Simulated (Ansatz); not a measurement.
# C₂H₈OSi₂: how energies converge with the basis set

An exercise on one series of results from a longer session: the logs are not shown, and one member is left open.

Program: Ansatz 0.2.0, Gaussian basis. Level of theory: one geometry, several basis sets. These are calculated values, not measurements.

Plan: PBE0-D4/def2-SVP; ωB97M-V/def2-SVP; PBE0-D4/def2-QZVPP; ωB97M-V/def2-QZVPP; the functionals' def2-TZVPP values are taken from earlier runs.

### Structure used throughout

An earlier PBE0-D4 in a triple-zeta def2 set relaxation fixed the geometry.

SMILES `CC[Si]O[SiH3]`, 13 atoms, charge 0, spin multiplicity 1.

Atoms are counted from 1 here; the program's logs count them from 0.

Bond lengths: C1–C2 1.531 Å, C1–H6 1.093 Å, C1–H7 1.094 Å, C1–H8 1.093 Å, C2–Si3 1.908 Å, C2–H9 1.099 Å, C2–H10 1.096 Å, Si3–O4 1.651 Å, O4–Si5 1.643 Å, Si5–H11 1.488 Å, Si5–H12 1.485 Å, Si5–H13 1.483 Å. Angles: C2–C1–H6 111.9°, C2–C1–H7 111.8°, C2–C1–H8 111.7°, H6–C1–H7 107.1°, H6–C1–H8 107.1°, H7–C1–H8 107.1°, C1–C2–Si3 112.2°, C1–C2–H9 110.2°, C1–C2–H10 110.1°, Si3–C2–H9 109.0°, Si3–C2–H10 108.4°, H9–C2–H10 106.6°, C2–Si3–O4 101.1°, Si3–O4–Si5 150.4°, O4–Si5–H11 111.0°, O4–Si5–H12 109.2°, O4–Si5–H13 108.6°, H11–Si5–H12 109.1° and more.

Geometry (Å):

```xyz
13
charge 0, multiplicity 1
C    -1.66586   -0.12145   -0.05359
C    -0.77974   -1.12799    0.68514
Si    0.40062   -0.28015    1.92152
O     1.39285    0.54928    0.89564
Si    1.87723    0.92667   -0.62783
H    -1.07675    0.56810   -0.66450
H    -2.25464    0.48676    0.64017
H    -2.37241   -0.61935   -0.72239
H    -0.18712   -1.71072   -0.03330
H    -1.40032   -1.84470    1.23459
H     1.47454   -0.13198   -1.59237
H     1.25732    2.21402   -1.03162
H     3.35468    1.05681   -0.63657
```

The first run:

in.yaml

```yaml
crystal:
  periodic: [false, false, false]
  atoms:
    - {symbol: C, position_ang: [-1.665859, -0.121452, -0.053591]}
    - {symbol: C, position_ang: [-0.779740, -1.127987, 0.685140]}
    - {symbol: Si, position_ang: [0.400619, -0.280153, 1.921523]}
    - {symbol: O, position_ang: [1.392846, 0.549284, 0.895643]}
    - {symbol: Si, position_ang: [1.877233, 0.926669, -0.627834]}
    - {symbol: H, position_ang: [-1.076748, 0.568099, -0.664496]}
    - {symbol: H, position_ang: [-2.254638, 0.486759, 0.640169]}
    - {symbol: H, position_ang: [-2.372407, -0.619352, -0.722386]}
    - {symbol: H, position_ang: [-0.187120, -1.710718, -0.033304]}
    - {symbol: H, position_ang: [-1.400323, -1.844699, 1.234591]}
    - {symbol: H, position_ang: [1.474540, -0.131979, -1.592374]}
    - {symbol: H, position_ang: [1.257318, 2.214020, -1.031616]}
    - {symbol: H, position_ang: [3.354677, 1.056809, -0.636566]}
basis:
  gaussian: {orbitals: def2-SVP}
hamiltonian: {xc: pbe0, dispersion: d4}
output: {orbitals: {seedname: orbitals}}
```

Among the steps run: PBE0-D4 in def2-SVP; ωB97M-V in def2-SVP; PBE0-D4 in def2-QZVPP; ωB97M-V in def2-QZVPP.

One table of the session follows, with a row left open; its other results are not shown here.

It belongs to the step «Functionals by basis». 

```
functional       basis  HOMO (eV)  LUMO (eV)
   PBE0-D4    def2-SVP          ?          ?
   PBE0-D4  def2-TZVPP      -6.08      -1.84
   PBE0-D4  def2-QZVPP      -6.11      -1.88
   ωB97M-V    def2-SVP      -8.09       0.32
   ωB97M-V  def2-TZVPP      -8.18       0.12
   ωB97M-V  def2-QZVPP      -8.21       0.01
```

Estimate the missing values for PBE0-D4, def2-SVP.

**Answer.** HOMO (eV): -6.01; LUMO (eV): -1.74. In the column «HOMO (eV)» it is the highest.
